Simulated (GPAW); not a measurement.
# VWC2 (R-3m) in GPAW: band structure with r2SCAN

Aim: the band structure of VWC2 with r2SCAN.

All numbers are computed with GPAW 26.7.0; they aren't measurements. Logs are shortened: lines on timing, memory, paths and dates and some standing lists are left out, and cuts for length are marked. The log counts tension as positive stress, the text compression.

**1. The structure**

It takes space group R-3m (No. 166, trigonal). Conventional cell: a = 3.034 Å, b = 3.034 Å, c = 14.802 Å, α = 90.00°, β = 90.00°, γ = 120.00°. Around W (site symmetry -3m) lie 6 C at 2.17 Å. V (site symmetry -3m) is surrounded by 6 C at 2.11 Å. C (site symmetry 3m) is surrounded by 3 V at 2.11 Å and 3 W at 2.17 Å.

The cell comes from a database or a generator and needn't be the stable form of this composition.

**2. Band structure, r2SCAN, collinear spin, ferromagnetic start**

Input file run.py:

```python
from ase import Atoms
from ase.dft.bandgap import bandgap
from ase.io import write
from ase.units import GPa
from ase.parallel import parprint
from gpaw import GPAW, PW

atoms = Atoms(['W', 'V', 'C', 'C'],
              cell=[[1.5170411163, 0.8758640969, 4.933893193],
                    [-1.5170411163, 0.8758640969, 4.933893193],
                    [0.0, -1.7517281937, 4.933893193]],
              scaled_positions=[[0.0, 0.0, 0.0],
                                [0.5, 0.5, 0.5],
                                [0.246494, 0.246494, 0.246494],
                                [0.753506, 0.753506, 0.753506]],
              pbc=True)
atoms.set_initial_magnetic_moments([0.0, 2.0, 0.0, 0.0])

calc = GPAW(mode=PW(800),
            xc='MGGA_X_R2SCAN+MGGA_C_R2SCAN',
            kpts={'size': (7, 7, 7), 'gamma': True},
            occupations={'name': 'fermi-dirac', 'width': 0.05},
            nbands=33,
            convergence={'density': 1e-05, 'energy': 1e-05},
            maxiter=150,
            txt='gpaw.txt')
atoms.calc = calc
energy = atoms.get_potential_energy()
forces = atoms.get_forces()
stress = atoms.get_stress()
calc.write('gs.gpw')
write('result.traj', atoms)
parprint(f'Energy: {energy:.6f} eV')
parprint('Forces (eV/A):')
parprint(forces.round(4))
parprint('Stress (GPa):', (stress / GPa).round(3))
parprint('Moments:', calc.get_magnetic_moments().round(3))
parprint('Fermi level:', round(calc.get_fermi_level(), 4), 'eV')
parprint(f'Gap: {bandgap(calc)[0]:.4f} eV, direct: {bandgap(calc, direct=True)[0]:.4f} eV')

path = atoms.cell.bandpath('GLB1,BZGX,QFP1Z,LP', npoints=100, eps=1e-4)
bs_calc = calc.fixed_density(kpts=path, symmetry='off', nbands=46,
                             convergence={'bands': 'CBM+6.0', 'eigenstates': 1e-6}, txt='bands.txt')
bs = bs_calc.band_structure()
bs.write('bs.json')
parprint(f'Gap on the path: {bandgap(bs_calc)[0]:.4f} eV')
```

Potentials or basis: GPAW PAW data sets (gpaw-data 1.2.1), pw.

Command:

```sh
$ OMP_NUM_THREADS=1 mpirun -n 4 gpaw python run.py
```

gpaw.txt:

```text
__  _  _
 | _ |_)|_||  |
 |__||  | ||/\| - 26.7.0

Input parameters:
  mode=PW(ecut=800.0),
  convergence={'density': 1e-05, 'energy': 1e-05},
  kpts=MonkhorstPack(size=(7, 7, 7), gamma=True),
  maxiter=150,
  nbands=33,
  occupations=Occupations(name='fermi-dirac', width=0.05),
  xc=XC(name='MGGA_X_R2SCAN+MGGA_C_R2SCAN')

Diagonalizing LCAO Hamiltonian
Converting LCAO to pw mode

       C

       V

       C

       W

Atoms  # Å, Bohr magnetons
|   | symbol |         x |        y |         z |    initial magnetic moments |
|---|--------|-----------|----------|-----------|-----------------------------|
| 0 |      W |  0.000000 | 0.000000 |  0.000000 | ( 0.0000,  0.0000,  0.0000) |
| 1 |      V |  0.000000 | 0.000000 |  7.400840 | ( 0.0000,  0.0000,  2.0000) |
| 2 |      C | -0.000000 | 0.000000 |  3.648525 | ( 0.0000,  0.0000,  0.0000) |
| 3 |      C |  0.000000 | 0.000000 | 11.153154 | ( 0.0000,  0.0000,  0.0000) |

Unit cell  # Å
| periodic |         x |         y |        z |  lengths |    angles |
|----------|-----------|-----------|----------|----------|-----------|
|      yes |  1.517041 |  0.875864 | 4.933893 | 5.235633 | 33.686355 |
|      yes | -1.517041 |  0.875864 | 4.933893 | 5.235633 | 33.686355 |
|      yes |  0.000000 | -1.751728 | 4.933893 | 5.235633 | 33.686355 |

Number of symmetries: 12
Symmetry operations  # r_c * U_cc + t_c -> r_c
|    | kind |            matrix            |
|----|------|------------------------------|
|  0 |  E   |  1, 0, 0,  0, 1, 0,  0, 0, 1 |
|  1 |  σ   |  1, 0, 0,  0, 0, 1,  0, 1, 0 |
|  2 |  σ   |  0, 1, 0,  1, 0, 0,  0, 0, 1 |
|  3 |  C3  |  0, 1, 0,  0, 0, 1,  1, 0, 0 |
|  4 |  C3  |  0, 0, 1,  1, 0, 0,  0, 1, 0 |
|  5 |  σ   |  0, 0, 1,  0, 1, 0,  1, 0, 0 |
|  6 |  C2  |  0, 0,-1,  0,-1, 0, -1, 0, 0 |
|  7 |  S6  |  0, 0,-1, -1, 0, 0,  0,-1, 0 |
|  8 |  S6  |  0,-1, 0,  0, 0,-1, -1, 0, 0 |
|  9 |  C2  |  0,-1, 0, -1, 0, 0,  0, 0,-1 |
| 10 |  C2  | -1, 0, 0,  0, 0,-1,  0,-1, 0 |
| 11 |  i   | -1, 0, 0,  0,-1, 0,  0, 0,-1 |

BZ-sampling:
  Number of BZ points: 343
  Number of IBZ points: 44

  Monkhorst-Pack size: [7, 7, 7]
  Monkhorst-Pack shift: [0, 0, 0]

K-points  # in reciprocal-cell coordinates
|     |                                coordinates |     weight |
|-----|--------------------------------------------|------------|
|   0 | (  0.00000000,   0.00000000,   0.00000000) | 0.00291545 |
|   1 | (  0.14285714,   0.00000000,  -0.14285714) | 0.01749271 |
|   2 | (  0.14285714,   0.00000000,   0.00000000) | 0.01749271 |
|   3 | (  0.14285714,   0.14285714,  -0.14285714) | 0.01749271 |
|   4 | (  0.14285714,   0.14285714,   0.00000000) | 0.01749271 |
|   5 | (  0.14285714,   0.14285714,   0.14285714) | 0.00583090 |
|   6 | (  0.28571429,  -0.14285714,  -0.14285714) | 0.01749271 |
|   7 | (  0.28571429,   0.00000000,  -0.28571429) | 0.01749271 |
|   8 | (  0.28571429,   0.00000000,  -0.14285714) | 0.03498542 |
|   9 | (  0.28571429,   0.00000000,   0.00000000) | 0.01749271 |
| ... |                                            |            |
|  43 | (  0.42857143,   0.42857143,   0.42857143) | 0.00583090 |

Plane wave coefficients: 2038
Cutoff: 800.0 eV

[... 92 lines left out ...]

    Using partial waves for C as LCAO basis

Reference energy: -466647.423448  # eV

eigensolver:
  PPCG
  Converge bands: occupied
  niter=2

density mixing:
  MSR1-Mixer
  Pratt-step length: 0.05
  Maximum mixing coefficient: 0.75
  Old densities: 10
  SVD Regularization: 0.005
  Good broyden scale: 1.0
  Trust region scale: 1.0
  Backstep threshold: 4.0
  History deletion threshold: 6.0
  Fourier metric: weight=20.0, sigma=0.015

occupation numbers:
  Fermi-Dirac:
    width: 0.0500  # eV

poisson solver:
  ecut: 6400.0  # eV

xc functional:
  name: MGGA_X_R2SCAN+MGGA_C_R2SCAN with 2 nearest neighbor stencil

convergence criteria:
- Maximum integral of absolute [dens]ity change: 1e-05 electrons / valence electron
- Maximum [total energy] change in last 3 cyles: 1e-05 eV / valence electron
- Maximum integral of absolute [eigenst]ate change: 4e-08 eV^2 / valence electron
maximum number of iterations: 150

SCF iterations
|iter     | |      energy | eigst |  dens |  magmom |
|---------|-|-------------|-------|-------|---------|
|iter:   1| |  -68.602996 | +0.35 |       |  +2.0028|
|iter:   2| |  -60.765359 | -1.25 | -0.79 |  +1.9444|
|iter:   3| |  -59.255994 | -1.01 | -0.84 |  +1.4048|
|iter:   4| |  -61.183688 | -1.53 | -1.16 |  +1.4039|
|iter:   5| |  -58.521568 | -1.89 | -0.91 |  +1.3528|
|iter:   6| |  -58.917855 | -2.01 | -1.47 |  +1.0445|
|iter:   7| |  -58.924356 | -2.87 | -1.81 |  +0.8459|
|iter:   8| |  -58.921246 | -3.86 | -2.14 |  +0.7539|
|iter:   9| |  -58.922030 | -4.31 | -2.36 |  +0.7370|
|iter:  10| |  -58.922776 | -4.45 | -2.72 |  +0.7004|
|iter:  11| |  -58.922825 | -4.76 | -2.94 |  +0.6799|
|iter:  12| |  -58.922750c| -5.33 | -3.24 |  +0.6720|
|iter:  13| |  -58.922705c| -6.03 | -3.77 |  +0.6676|
|iter:  14| |  -58.922672c| -6.38 | -4.03 |  +0.6652|
|iter:  15| |  -58.922674c| -7.47c| -4.47 |  +0.6653|
|iter:  16| |  -58.922670c| -7.68c| -4.89 |  +0.6651|
|iter:  17| |  -58.922670c| -8.20c| -5.15c|  +0.6651|

Converged in 17 steps
Energy contributions relative to reference atoms: (reference = -466647.423448)

Energy contributions:
  Kinetic:          26.049776
  Coulomb:         -28.385724
  Zero:              0.217198
  External:          0.000000
  Xc:              -56.794315
  Entropy:          -0.019208
  Spinorbit:         0.000000
  ----------------------------
  Free energy:     -58.932274
  Extrapolated:    -58.922670

dipole moment: (0.000000, -0.000000, -55.008796)  # |e|*Ang

Total magnetic moment: (0.000000, 0.000000, 0.665070)

Local magnetic moments
|        x |        y |         z |
|----------|----------|-----------|
| 0.000000 | 0.000000 | -0.033787 |  # W    0
| 0.000000 | 0.000000 |  0.730061 |  # V    1
| 0.000000 | 0.000000 | -0.022146 |  # C    2
| 0.000000 | 0.000000 | -0.022146 |  # C    3

Fermi level: 13.584
Eigenvalues  # (at kpt = [0.000, 0.000, 0.000])
| band index |      eig [eV] | occ [0-1] |      eig [eV] | occ [0-1] |
|------------|---------------|-----------|---------------|-----------|
|          0 |       -63.385 |     1.000 |       -63.402 |     1.000 |
|        ... |               |           |               |           |
|         13 |        11.525 |     1.000 |        11.945 |     1.000 |
|         14 |        11.528 |     1.000 |        11.946 |     1.000 |
|         15 |        11.528 |     1.000 |        12.103 |     1.000 |
|         16 |        12.942 |     1.000 |        13.296 |     0.997 |
|         17 |        12.946 |     1.000 |        13.298 |     0.997 |
|         18 |        13.485 |     0.878 |        13.405 |     0.973 |
[... 8 lines left out ...]
|         27 |        22.622 |     0.000 |        22.646 |     0.000 |
|         28 |        26.439 |     0.000 |        26.435 |     0.000 |
|        ... |               |           |               |           |
|         32 |        38.525 |     0.000 |        38.661 |     0.000 |

No gap
No difference between direct/indirect transitions

Forces  # eV/Ang
|       x |        y |        z |
|---------|----------|----------|
| 0.00000 |  0.00000 |  0.00000 |  # W    0
| 0.00000 |  0.00000 |  0.00000 |  # V    1
| 0.00000 |  0.00000 |  0.38345 |  # C    2
| 0.00000 | -0.00000 | -0.38345 |  # C    3

Stress tensor  # eV/Ang^3
|        x |         y |         z |
|----------|-----------|-----------|
| 0.015969 | -0.000000 |  0.000000 |
| 0.000000 |  0.015969 | -0.000000 |
| 0.000000 | -0.000000 |  0.016464 |

# Writing to gs.gpw (mode='')
```

stdout:

```text
<dir> UserWarning: The angles between your unit-cell vectors are 33.7, 33.7 and 33.7 degrees.  Results may be wrong!  Please Niggli-reduce your unit-cell so that the angles are closer to 90 degrees:

  from ase.build import niggli_reduce
  niggli_reduce(atoms)

  warnings.warn(
<dir> UserWarning: The angles between your unit-cell vectors are 33.7, 33.7 and 33.7 degrees.  Results may be wrong!  Please Niggli-reduce your unit-cell so that the angles are closer to 90 degrees:

  from ase.build import niggli_reduce
  niggli_reduce(atoms)

  warnings.warn(
<dir> UserWarning: The angles between your unit-cell vectors are 33.7, 33.7 and 33.7 degrees.  Results may be wrong!  Please Niggli-reduce your unit-cell so that the angles are closer to 90 degrees:

  from ase.build import niggli_reduce
  niggli_reduce(atoms)

  warnings.warn(
<dir> UserWarning: The angles between your unit-cell vectors are 33.7, 33.7 and 33.7 degrees.  Results may be wrong!  Please Niggli-reduce your unit-cell so that the angles are closer to 90 degrees:

  from ase.build import niggli_reduce
  niggli_reduce(atoms)

  warnings.warn(
Energy: -58.922670 eV
Forces (eV/A):
[[ 0.      0.      0.    ]
 [ 0.      0.      0.    ]
 [ 0.      0.      0.3835]
 [ 0.     -0.     -0.3835]]
Stress (GPa): [ 2.558  2.558  2.638 -0.     0.    -0.   ]
Moments: [-0.034  0.73  -0.022 -0.022]
Fermi level: 13.584 eV
Gap: 0.0000 eV, direct: 0.0000 eV
Gap on the path: 0.0000 eV
```

It took 10 min on 4 MPI ranks of Arm Neoverse V2, shared host; peak memory 0.59 GiB.

Results:

```yaml
Free_energy: -58.9323 eV
Pressure: -2.6 GPa
Largest_force: 0.383 eV/Å
Band_gap_along_the_path: none (metal or under the smearing width)
Net_moment: 0.67 μB per cell
Site_moments: W -0.03; V +0.73; C -0.02 μB
```

Forces on the atoms (eV/Å):
```
W    0.000  0.000  0.000
V    0.000  0.000  0.000
C    0.000  0.000  0.383
C    0.000  0.000 -0.383
```

Levels at the corners of the path, in eV from the Fermi level:
Spin up:
```tsv
point	band 15	band 16	band 17	band 18	band 19	band 20	band 21	band 22
Γ	-2.06	-2.06	-0.64	-0.64	-0.10	-0.10	-0.01	0.91
L	-4.85	-4.02	-0.90	-0.81	0.47	1.13	2.23	3.22
B1	-4.81	-4.55	-0.32	-0.12	0.41	1.28	2.08	2.26
B	-4.81	-4.55	-0.32	-0.12	0.41	1.28	2.08	2.26
Z	-3.98	-3.98	-0.75	-0.75	-0.53	-0.53	0.35	1.37
Γ	-2.06	-2.06	-0.64	-0.64	-0.10	-0.10	-0.01	0.91
X	-4.99	-4.51	-0.35	0.14	0.40	1.22	1.98	2.43
Q	-4.99	-4.51	-0.35	0.14	0.41	1.22	1.98	2.43
F	-4.62	-1.97	-1.91	0.38	0.48	0.76	1.41	2.37
P1	-4.62	-2.39	-1.97	0.38	0.46	1.14	1.34	2.41
Z	-3.98	-3.98	-0.75	-0.75	-0.53	-0.53	0.35	1.37
L	-4.85	-4.02	-0.90	-0.81	0.47	1.13	2.23	3.22
P	-4.62	-2.39	-1.97	0.38	0.46	1.14	1.34	2.41
```
Spin down:
| point | band 15 | band 16 | band 17 | band 18 | band 19 | band 20 |
| --- | --- | --- | --- | --- | --- | --- |
| Γ | -1.64 | -1.48 | -0.29 | -0.29 | -0.18 | -0.18 |
| L | -4.64 | -3.82 | -0.94 | -0.02 | 1.60 | 2.22 |
| B1 | -4.76 | -4.43 | 0.25 | 0.34 | 1.48 | 1.62 |
| B | -4.76 | -4.43 | 0.25 | 0.34 | 1.48 | 1.62 |
| Z | -3.73 | -3.72 | -0.61 | -0.61 | 0.27 | 0.28 |
| Γ | -1.64 | -1.48 | -0.29 | -0.29 | -0.18 | -0.18 |
| X | -4.94 | -4.40 | 0.15 | 1.03 | 1.08 | 1.54 |
| Q | -4.94 | -4.41 | 0.15 | 1.03 | 1.08 | 1.54 |
| F | -4.29 | -2.01 | -1.96 | 0.99 | 1.49 | 1.54 |
| P1 | -4.31 | -2.36 | -1.96 | 1.22 | 1.33 | 1.60 |
| Z | -3.73 | -3.72 | -0.61 | -0.61 | 0.27 | 0.28 |
| L | -4.64 | -3.82 | -0.94 | -0.02 | 1.60 | 2.22 |
| P | -4.30 | -2.36 | -1.96 | 1.22 | 1.33 | 1.60 |

Caveat: the PAW data sets were made with another functional, which shifts forces and pressure a little; spin-orbit coupling is left out, which moves the levels of the heavy elements; the program warned that so skewed a cell can give wrong results.
